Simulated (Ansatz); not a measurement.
# C: the cost of one run

Program: Ansatz 0.2.0. Level of theory: DFT r2SCAN, scalar-relativistic, plane waves, PAW. These are calculated values, not measurements.

6 further runs of the same task are left out: 6 set aside as unsound or not needed.

**1. The starting structure**

Symmetry: Fmmm, No. 69, orthorhombic system. Conventional cell: a = 2.467 Å, b = 4.272 Å, c = 8.746 Å, α = 90.00°, β = 90.00°, γ = 90.00°. C (site symmetry m2m) is surrounded by 3 C at 1.42 Å.

Coordinates:

```
C
1.0
     1.23328   -2.13606    0.00000
     1.23328    2.13606    0.00000
     0.00000    0.00000    8.74568
C
4
Direct
  0.08333 0.91667 0.75002
  0.58333 0.41667 0.24998
  0.91667 0.08333 0.24998
  0.41667 0.58333 0.75002
```

It goes back to an entry of the Materials Project, which need not be the stable form.

It is the result of an earlier relaxation at this level (volume 11.52 Å³/atom; gap on the mesh: none (metal)).

**2. Relaxing with r2SCAN**

Contents of input.yaml:

```yaml
crystal:
  lattice:
    - [1.233279486, -2.1360615852, 0.0]
    - [1.233279486, 2.1360615852, 0.0]
    - [0.0, 0.0, 8.745681296]
  atoms:
    - { symbol: C, position: [0.0833322022, 0.9166677978, 0.7500234453] }
    - { symbol: C, position: [0.5833322022, 0.4166677978, 0.2499765547] }
    - { symbol: C, position: [0.9166677978, 0.0833322022, 0.2499765547] }
    - { symbol: C, position: [0.4166677978, 0.5833322022, 0.7500234453] }
basis:
  ecutwfc: 500
kpoints:
  mp_grid: { grid: [18, 18, 6] }
hamiltonian:
  xc: r2scan
scf:
  occupations: { method: fermi_dirac, width: 0.15 }
output:
  forces: true
  stress: true
  eigenvalues: true
relax:
  adjacent_minimum: "off"
  f_tol: 0.001
  max_steps: 60
  cell: { stress_tol: 0.01 }
```

On the command line:

```
ansatz run input.yaml --threads 1 --pin off --max-ram 3072MiB --backend cpu --events-out ev --progress --plain --runs-dir out
```

Q: Estimate wall time and peak memory on 1 thread of Intel Xeon 6975P-C (Granite Rapids), shared host.

About 2.2 min, with a peak of 0.66 GiB.
